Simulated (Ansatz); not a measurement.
# MgBe3S: the cost of one run

Method: DFT PBE, scalar-relativistic, plane waves, PAW, in Ansatz 0.2.0.

### 1 The system as given

The structure is cubic, space group Pm-3m (No. 221). The conventional cell has a = 4.136 Å, b = 4.136 Å, c = 4.136 Å, α = 90.00°, β = 90.00°, γ = 90.00°. Mg (site symmetry m-3m) is surrounded by 12 Be at 2.92 Å. Be (site symmetry 4/mmm) is surrounded by 2 S at 2.07 Å. S (site symmetry m-3m) is surrounded by 6 Be at 2.07 Å.

Structure file:

```cif
data_structure
_symmetry_space_group_name_H-M 'P 1'
_symmetry_Int_Tables_number 1
_cell_length_a 4.1361
_cell_length_b 4.1361
_cell_length_c 4.1361
_cell_angle_alpha 90.000
_cell_angle_beta 90.000
_cell_angle_gamma 90.000
_cell_volume 70.76
loop_
_atom_site_label
_atom_site_type_symbol
_atom_site_fract_x
_atom_site_fract_y
_atom_site_fract_z
_atom_site_occupancy
Mg1 Mg 0.00000 0.00000 0.00000 1
Be1 Be 0.00000 0.50000 0.50000 1
Be2 Be 0.50000 0.00000 0.50000 1
Be3 Be 0.50000 0.50000 0.00000 1
S1 S 0.50000 0.50000 0.50000 1
```

Recipe of the guess: random cell by space group and Wyckoff sites (Pm-3m, No. 221). The dimensions are guesses.

### 2 The guess as it stands, on a coarse mesh

Input file input.yaml:

```yaml
crystal:
  lattice:
    - [4.13605467, 0.0, 0.0]
    - [0.0, 4.13605467, 0.0]
    - [0.0, 0.0, 4.13605467]
  atoms:
    - { symbol: Mg, position: [0.0, 0.0, 0.0] }
    - { symbol: Be, position: [0.0, 0.5, 0.5] }
    - { symbol: Be, position: [0.5, 0.0, 0.5] }
    - { symbol: Be, position: [0.5, 0.5, 0.0] }
    - { symbol: S, position: [0.5, 0.5, 0.5] }
basis:
  ecutwfc: 420
kpoints:
  mp_grid: { grid: [4, 4, 4] }
hamiltonian:
  xc: pbe
scf:
  occupations: { method: gaussian, width: 0.1 }
  lower_state_search: "off"
output:
  forces: true
  stress: true
  eigenvalues: true
```

Command:

```sh
ansatz run input.yaml --threads 1 --pin off --max-ram 2560MiB --backend cpu --events-out ev --progress --plain --runs-dir out
```

**Question.** How long does this run take on 1 thread of Arm Neoverse V2, shared host, and how much memory does it need?

About 1.1 s, with a peak of 0.28 GiB.
